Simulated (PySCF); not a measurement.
# C2H9NSi2: the cost of one run

Computed with PySCF 2.14.0, with density-fitted response routines of our own, on a single molecule in the gas phase. Atoms count from 0, in the outputs and in this text.

### 1 The starting structure

14 atoms, charge 0, multiplicity 1; geometry from: GFN2-xTB. The atoms were then displaced at random by about 0.01 Å, so the start is not that level's minimum.

Bonds of the start (Å): C0–N1 1.22, N1–Si2 1.71, Si2–Si3 2.36, Si3–C4 1.88, C0–H5 1.10, C0–H6 1.11, Si2–H7 1.46, Si2–H8 1.48, Si3–H9 1.48, Si3–H10 1.46, C4–H11 1.07, C4–H12 1.11, C4–H13 1.08.

### 2 Relaxing the molecule at PBE0-D3(BJ)/def2-SVP

Job settings and geometry (Å):

```
{"job": {"xc": "PBE0", "basis": "def2-SVP", "d3": "d3bj", "grid": 1, "shake": 0.01, "kind": "geom"}, "charge": 0, "multiplicity": 1}
C     -2.574100     0.924480     0.051610
N     -1.639110     0.201140    -0.235490
Si    -0.874870    -1.126540     0.517120
Si     1.253880    -0.315620     1.144440
C      2.146690     0.428410    -0.338180
H     -3.237750     0.844480     0.926310
H     -2.834180     1.774250    -0.614860
H     -0.832140    -2.088860    -0.577520
H     -1.588140    -1.735960     1.666660
H      1.156920     0.704230     2.215000
H      2.039400    -1.408990     1.702800
H      2.305740    -0.301140    -1.104860
H      1.560060     1.270130    -0.767770
H      3.110440     0.814910    -0.032970
```

On the command line:

```
OMP_NUM_THREADS=1 python probes_run.py task.json out
```

This one command runs all jobs of the session in turn.

Q: Estimate the wall time and peak memory of this first job on 1 thread of Arm Neoverse V1, shared host.

About 50 s, with a peak of 0.52 GiB.
